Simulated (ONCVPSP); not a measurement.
# Pseudopotential generation for zinc: ONCV, PBE

Do these settings give a usable potential? It is generated, then checked for transferability, scattering, ghosts and hardness.

The numbers are computed with ONCVPSP 4.0.1.1 (patched build) (PBE, scalar-relativistic, spin-unpolarised reference atom).

## Step 1: Settings

The settings as typed:

```json
{
 "element": "zinc (Zn, Z = 30)",
 "type": "optimised norm-conserving Vanderbilt (ONCV)",
 "frozen core": "[Ar]",
 "valence charge": "12",
 "reference configuration": "3d10 4s2",
 "partial waves": "4s: rc 2.15 bohr, ncon 5, nbas 8, qcut 3.5 1/bohr, 3 projectors, debl 0.8 Ha; p scattering state at 0.3 Ha: rc 2.30 bohr, ncon 4, nbas 8, qcut 3.7 1/bohr, 1 projector; 3d: rc 1.35 bohr, ncon 4, nbas 9, qcut 10.9 1/bohr, 2 projectors, debl 1.8 Ha",
 "local potential": "polynomial inside 0.90 bohr (lpopt 5, dvloc0 0 Ha)",
 "core correction": "Teter function, fcfact 5.25, rcfact 1.1"
}
```

The nodes and maxima of the atom's own shells, from an earlier all-electron run, set the scale for the radii.

All-electron outer shells of the reference configuration (PBE, scalar-relativistic, ld1.x):

| shell | level (eV) | outermost node (bohr) | outermost maximum (bohr) |
| --- | --- | --- | --- |
| 3p | -83.40 | 0.25 | 0.59 |
| 3d | -10.14 | – | 0.57 |
| 4s | -5.98 | 0.85 | 2.09 |
| 4p | -1.12 | 0.92 | 3.08 |

## Step 2: Generating the potential

Contents of Zn.dat:

```
# ATOM AND REFERENCE CONFIGURATION
# atsym  z   nc   nv     iexc    psfile
  Zn 30.00    5    2        4      upf
#
#   n    l    f
    1    0    2.00
    2    0    2.00
    2    1    6.00
    3    0    2.00
    3    1    6.00
    3    2   10.00
    4    0    2.00
#
# PSEUDOPOTENTIAL AND OPTIMIZATION
# lmax
    2
#
#   l,   rc,      ep,       ncon, nbas, qcut
    0    2.15    0.00    5    8    3.50
    1    2.30    0.30    4    8    3.70
    2    1.35    0.00    4    9   10.90
#
# LOCAL POTENTIAL
# lloc, lpopt,  rc(5),   dvloc0
    4    5    0.90    0.00
#
# VANDERBILT-KLEINMAN-BYLANDER PROJECTORs
# l, nproj, debl
    0    3    0.80
    1    1    3.20
    2    2    1.80
#
# MODEL CORE CHARGE
# icmod, fcfact, rcfact
    3    5.25    1.10
#
# LOG DERIVATIVE ANALYSIS
# epsh1, epsh2, depsh
   -2.00    5.00    0.02
#
# OUTPUT GRID
# rlmax, drl
    6.00    0.01
#
# TEST CONFIGURATIONS
# ncnf
    4
# nvcnf
#   n    l    f
    2
    3    2   10.00
    4    0    1.00
#
    2
    3    2   10.00
    4    0    0.00
#
    2
    3    2    9.00
    4    0    0.00
#
    3
    3    2   10.00
    4    0    1.00
    4    1    1.00
#
```

The run is started by

```console
oncvpsp.x < Zn.dat > Zn.out
```

Q: Predict the outcome of this session. Wanted: cutoffs for 1 and 0.1 mHa per electron, occupied waves; bound ghosts; GHOST(+) flags; largest test error; largest phase difference near zero energy, channels read; rms error of d²Exc/dn², without and with the model core; projector energies reset by the program.

**Answer**, as computed:

| quantity | value |
| --- | --- |
| cutoffs for 1 and 0.1 mHa per electron, occupied waves | 51 Ha and 57 Ha |
| bound ghosts | s at -11.49 eV |
| GHOST(+) flags | p at 4 eV (1 near or above the test basis's cutoff) |
| largest test error (AE − PS) | +165 meV, for 3d9 4s0 (1 test unsolved) |
| largest phase difference near zero energy, channels read | 3.120 rad |
| rms error of d²Exc/dn², without and with the model core | 7.45 and 5.33 mHa |
| projector energies reset by the program | p: 0.050 Ha |

In words: It has a bound ghost (s), a state that the atom doesn't have, and that rules the file out. By total energies transferability is fair for so large an energy: the largest error is 165 meV on 68.9 eV, for 3d9 4s0. That test lies far up in energy; among those under 40 eV, nearer to bonding, the largest error is 44 meV. Of the tests 1 gave no usable energy difference, which is a warning in itself. By its cutoff, 51 Ha for the looser tolerance, it is hard. At the looser tolerance the 3d wave is the slowest; 4s needs 6 Ha. Of the channels read, p scatters worst near zero energy, by up to 3.12 rad. A step near π is an extra or missing state, not a misfit of shape. The pseudo curves have a pole with no partner nearby in the atom's: p at 0.16 Ha. At positive energy that is a spurious or a displaced resonance. The program also flags highly localised states, GHOST(+) (p). All of this concerns the isolated atom, not yet a solid.
